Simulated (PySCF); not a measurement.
**fluorobenzene (C6H5F): electronic excitations and core binding energies**

Wanted: the electronic excitations and core binding energies of fluorobenzene (C6H5F) (`Fc1ccccc1`), by calculation.

Programs: PySCF 2.14.0, with density-fitted response routines of our own. Each step states its level of theory. These are calculated values for one molecule in the gas phase, unless marked as measured. Atoms count from 0, in the outputs and in this text.

## Step 1: The starting structure

12 atoms, charge 0, multiplicity 1; geometry from: GFN2-xTB.

Bonds of the start (Å): F0–C1 1.35, C1–C2 1.38, C2–C3 1.38, C3–C4 1.39, C4–C5 1.39, C5–C6 1.38, C6–C1 1.38, C2–H7 1.08, C3–H8 1.08, C4–H9 1.08, C5–H10 1.08, C6–H11 1.08.

## Step 2: Ultraviolet spectrum: wB97X-D/def2-SVPD

What the job is given:

```
{"job": {"kind": "uv", "xc": "wB97X-D", "basis": "def2-SVPD", "nstates": 8, "ntriplets": 3}, "charge": 0, "multiplicity": 1}
F     -2.255213    -1.465224     0.011692
C     -1.122564    -0.729488     0.004484
C      0.097591    -1.379539    -0.019046
C      1.252996    -0.617615    -0.026258
C      1.178173     0.765381    -0.009484
C     -0.054904     1.395957     0.014139
C     -1.220560     0.649697     0.020793
H      0.130888    -2.457517    -0.030474
H      2.214578    -1.107869    -0.044809
H      2.083462     1.353298    -0.013799
H     -0.111310     2.473986     0.027126
H     -2.191939     1.118246     0.039608
```

Level: TDDFT wB97X-D/def2-SVPD, vertical, gas phase, core orbitals frozen in the response.

**Question.** This job is followed by: delta-SCF UKS SCAN, pcX-2 on the ionised atom, pcseg-1 elsewhere, spin-free X2C. What will the session give for the following? lowest singlet (wB97X-D/def2-SVPD); brightest single state of those computed; lowest triplet; C1s binding energies, SCAN/pcX-2; F1s binding energies, SCAN/pcX-2.

As calculated:

```
                                quantity                                          value
      lowest singlet (wB97X-D/def2-SVPD)                    5.52 eV (225 nm), f = 0.012
brightest single state of those computed                    state 3, 7.26 eV, f = 0.602
                          lowest triplet                                        4.30 eV
        C1s binding energies, SCAN/pcX-2  C1 292.71, C3 290.60, C2 290.56, C4 290.39 eV
        F1s binding energies, SCAN/pcX-2                                   F0 692.84 eV
```

What this shows: The lowest singlet, at 5.52 eV, is HOMO→LUMO 0.68, HOMO−1→LUMO+1 0.32 and is weak; of the 8 states computed, the strongest absorption comes from state 3 at 7.26 eV. The lowest triplet lies 1.21 eV below the lowest singlet (triplets in Tamm-Dancoff, singlets in full TDDFT). The C1s levels kept as sound span 2.32 eV, from C4 (aromatic CH) up to C1 (aromatic carbon bearing fluorine).
